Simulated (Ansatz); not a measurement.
# Si2NH5F (SMILES N[Si](F)[SiH3]) at U-wB97X/def2-SVP

Aim: the vertical doublet–quartet gap of Si2NH5F at U-wB97X/def2-SVP, from 2 runs. 

Program for the calculation: Ansatz 0.2.0.

65 further runs of the same task are left out: 65 set aside as unsound or not needed.

## (1) The molecule

The species is Si2NH5F (9 atoms), meant as a doublet with charge 0. As SMILES, `N[Si](F)[SiH3]`. The shape is that of a PBE0-D4/def2-TZVP optimisation. This is one conformer, not always the lowest.

Bond lengths: N1–Si2 1.703 Å, Si2–F3 1.616 Å, Si2–Si4 2.346 Å, N1–H5 1.007 Å, N1–H6 1.008 Å, Si4–H7 1.485 Å, Si4–H8 1.492 Å, Si4–H9 1.486 Å. Some angles: N1–Si2–F3 112.7°, N1–Si2–Si4 109.4°, F3–Si2–Si4 108.8°, Si2–N1–H5 122.8°, Si2–N1–H6 123.0°, Si2–Si4–H7 109.3°, Si2–Si4–H8 112.4°, Si2–Si4–H9 108.4°, H5–N1–H6 112.1°, H7–Si4–H8 108.9°.

## (2) A single-point energy at U-wB97X/def2-SVP

molecule.yaml reads:

```yaml
crystal:
  periodic: [false, false, false]
  atoms:
    - {symbol: "N", position_ang: [-0.977000, 1.372900, -0.683600]}
    - {symbol: Si, position_ang: [-0.847900, -0.322400, -0.578100]}
    - {symbol: F, position_ang: [-0.495500, -1.010700, -1.997200]}
    - {symbol: Si, position_ang: [0.823900, -0.883000, 0.969100]}
    - {symbol: H, position_ang: [-1.742300, 1.833700, -1.147400]}
    - {symbol: H, position_ang: [-0.198200, 1.993200, -0.528800]}
    - {symbol: H, position_ang: [1.132000, -2.331800, 0.856500]}
    - {symbol: H, position_ang: [2.078500, -0.103500, 0.756900]}
    - {symbol: H, position_ang: [0.315000, -0.594800, 2.335600]}
basis:
  gaussian:
    orbitals: def2-SVP
magnetization:
  spin_polarized: true
  initial_magnetization: 1
hamiltonian:
  xc: {name: wB97X}
accuracy: high
output: {orbitals: {seedname: orbitals}}
```

Started as:

```
$ ansatz run molecule.yaml --threads 1 --pin off --max-ram 3480MiB --events-out events.jsonl --progress --plain --runs-dir runs
```

What it wrote:

```text
Warning: RAYON_NUM_THREADS=1 ignored (pool sized by the plan → 1); use --threads N
Functional definition: wB97X
  name "wB97X"
  parameter omega = 0.3/bohr
  parameter cx = 0.157706
  parameter cx1 = 0.726479
  parameter cx2 = 1.04760
  parameter cx3 = -5.70635
  parameter cx4 = 13.2794
  parameter css1 = -4.33879
  parameter css2 = 18.2308
  parameter css3 = -31.7430
  parameter css4 = 17.2901
  parameter cos1 = 2.37031
  parameter cos2 = -11.3995
  parameter cos3 = 6.58405
  parameter cos4 = -3.78132
  exchange = spin_sum(e_x_unif_sr(omega)*poly(b97_u_x, 1 - cx, cx1, cx2, cx3, cx4)) + cx*exact_x_sr(omega)
      + exact_x_lr(omega)
  correlation = spin_sum(e_c_pw_same_spin*poly(b97_u_same, 1, css1, css2, css3, css4))
      + integral(e_c_pw_opposite_spin*poly(b97_u_opposite, 1, cos1, cos2, cos3, cos4))
1921 factors; integrals over basis functions are off by at most 3.4e-9 eV
391 factors; integrals over basis functions are off by at most 2.1e-9 eV
mean field evaluation 1: about -20029.9683 eV, gradient 3.4e1 eV
mean field evaluation 2: about -20030.4184 eV, gradient 3.4e1 eV
mean field evaluation 4: about -20034.5368 eV, gradient 1.5e0 eV
mean field evaluation 8: about -20034.6644 eV, gradient 4.4e-2 eV
mean field evaluation 16: about -20034.6645 eV, gradient 1.9e-4 eV
mean field -20034.66450332 eV, -736.2603405137 hartree, gradient 7.5e-8 eV, S^2 0.752911; 0 other end points of the search recorded, 0 dependent functions left out
reference -20034.66450062 eV, -736.2603404143 hartree; 25, 24 occupied and 64, 65 virtual orbitals, 1921 factors
Total energy: -20034.66450062 eV, -736.2603404143 hartree
```

Run time: 56 s. Hardware: 1 thread of Arm Neoverse V2, shared host; peak memory 0.9 GiB.

## (3) The quartet

Changes to molecule.yaml since step 2:

```diff
@@ -17,3 +17,3 @@
   spin_polarized: true
-  initial_magnetization: 1
+  initial_magnetization: 3
 hamiltonian:
```

Started as:

```
$ ansatz run molecule.yaml --threads 1 --pin off --max-ram 3480MiB --events-out events.jsonl --progress --plain --runs-dir runs
```

What it wrote (excerpt; [...] marks lines left out):

```text
Warning: RAYON_NUM_THREADS=1 ignored (pool sized by the plan → 1); use --threads N
Functional definition: wB97X
  name "wB97X"
[...]
      + exact_x_lr(omega)
[...]
      + integral(e_c_pw_opposite_spin*poly(b97_u_opposite, 1, cos1, cos2, cos3, cos4))
1922 factors; integrals over basis functions are off by at most 3.4e-9 eV
391 factors; integrals over basis functions are off by at most 2.1e-9 eV
[...]
mean field -20027.62485739 eV, -736.0016382974 hartree, gradient 7.0e-8 eV, S^2 3.757853; 4 other end points of the search recorded, 0 dependent functions left out
reference -20027.62485570 eV, -736.0016382351 hartree; 26, 23 occupied and 63, 66 virtual orbitals, 1922 factors
Total energy: -20027.62485570 eV, -736.0016382351 hartree
```

Wall time 93 s (1 thread of Arm Neoverse V2, shared host); peak memory 0.9 GiB.

## (4) Results

At U-wB97X/def2-SVP:

```
                                        quantity          value
                           doublet: total energy  -736.26034 Eh
     doublet: HOMO energy (highest over α and β)       -7.85 eV
      doublet: LUMO energy (lowest over α and β)       -0.59 eV
                                   doublet: ⟨S²⟩          0.753
                           quartet: total energy  -736.00164 Eh
     quartet: HOMO energy (highest over α and β)       -3.41 eV
                                   quartet: ⟨S²⟩          3.758
vertical energy of the quartet above the doublet       7.040 eV
```

At this shape the quartet lies 7.04 eV (679 kJ/mol) above the doublet.
